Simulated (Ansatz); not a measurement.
# TiN: the cost of one run

Computed with Ansatz 0.2.0 (DFT r²SCAN, frozen-core PAW, scalar-relativistic unless said, unless a step's input says otherwise).

1 further run of the same task is left out (set aside as unsound or not needed).

## Step 1: The starting structure

It takes space group Fm-3m (No. 225, cubic). The conventional cell has a = 4.238 Å, b = 4.238 Å, c = 4.238 Å, α = 90.00°, β = 90.00°, γ = 90.00°. Ti (site symmetry m-3m) is surrounded by 6 N at 2.12 Å. N (site symmetry m-3m) is surrounded by 6 Ti at 2.12 Å.

As a file:

```cif
data_structure
_symmetry_space_group_name_H-M 'Fm-3m'
_symmetry_Int_Tables_number 225
_cell_length_a 4.2380
_cell_length_b 4.2380
_cell_length_c 4.2380
_cell_angle_alpha 90.000
_cell_angle_beta 90.000
_cell_angle_gamma 90.000
_cell_volume 76.12
loop_
_atom_site_label
_atom_site_type_symbol
_atom_site_symmetry_multiplicity
_atom_site_Wyckoff_symbol
_atom_site_fract_x
_atom_site_fract_y
_atom_site_fract_z
_atom_site_occupancy
Ti1 Ti 4 a 0.00000 0.00000 0.00000 1
N1 N 4 b 0.50000 0.00000 0.00000 1
```

Cartesian axes are those of the input's lattice vectors. The structure goes back to a database entry.

## Step 2: Cell and atoms relaxed, PAW

input.yaml reads:

```yaml
crystal:
  lattice:
    - [0.0, 2.119, 2.119]
    - [2.119, 0.0, 2.119]
    - [2.119, 2.119, 0.0]
  atoms:
    - { symbol: Ti, position: [0.0, 0.0, 0.0] }
    - { symbol: "N", position: [0.5, 0.5, 0.5] }
kpoints:
  mp_grid: { grid: [14, 14, 14] }
scf:
  occupations: { method: fermi_dirac, width: 0.08 }
hamiltonian:
  xc: r2scan
  pseudopotentials: { kind: paw }
relax:
  f_tol: 0.002
  max_steps: 80
  cell: {}
output:
  forces: true
  stress: true
```

Run with:

```
$ ansatz run input.yaml --threads 2 --pin off --max-ram 5120MiB --backend cpu --events-out ev --progress --plain --runs-dir out
```

What time and memory should one allow on 2 threads of AMD EPYC 9R14 (Zen 4), shared host?

About 3.7 s, with a peak of 0.47 GiB.
